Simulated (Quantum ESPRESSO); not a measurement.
## In3Se under changes of volume

One of the cells (27.713 Å³/atom); the others are scaled copies at fixed shape and fractional positions:

```
CELL_PARAMETERS angstrom
4.80376 0.00000 0.00000
0.00000 4.80376 0.00000
0.00000 0.00000 4.80376
ATOMIC_POSITIONS crystal
In 0.50000 0.50000 0.00000
In 0.50000 0.00000 0.50000
In 0.00000 0.50000 0.50000
Se 0.00000 0.00000 0.00000
```

The cell comes from a database or a generator and needn't be the stable form of this composition.

- Program: Quantum ESPRESSO 7.5
- Functional: PBEsol
- Potentials or basis: GBRV 1.5 PBEsol
- Cutoff: 762 eV
- Density cutoff: 6095 eV
- k mesh: 6 × 6 × 6
- Occupations: fermi-dirac, width 0.05 eV
- Spin: no spin polarisation

| volume (Å³/atom) | energy over the lowest point (meV/atom) | pressure (GPa) |
| --- | --- | --- |
| 26.050 | 0.00 | -1.1 |
| 26.604 | 4.71 | -1.9 |
| 27.159 | 11.90 | -2.5 |
| 27.713 | 21.21 | -3.1 |
| 28.267 | ? | ? |
| 28.822 | 45.15 | -4.1 |
| 29.376 | 59.34 | -4.5 |

Task: What does the run at 28.267 Å³/atom give?

Result: Energy over the lowest point 32.36 meV/atom; pressure -3.6 GPa.

Worked out: A Birch-Murnaghan fit of order 3 (a polynomial in V^(-2/3)) to the other rows has its minimum at 25.43 Å³/atom, just outside them, with B0 = V·E''(V) = 43 GPa and B' = 5.2. It gives 32.36 meV/atom at 28.267 Å³/atom, against the run's 32.36, and -dE/dV = -3.5 GPa, against -3.6.

Energies are extrapolated to zero smearing.
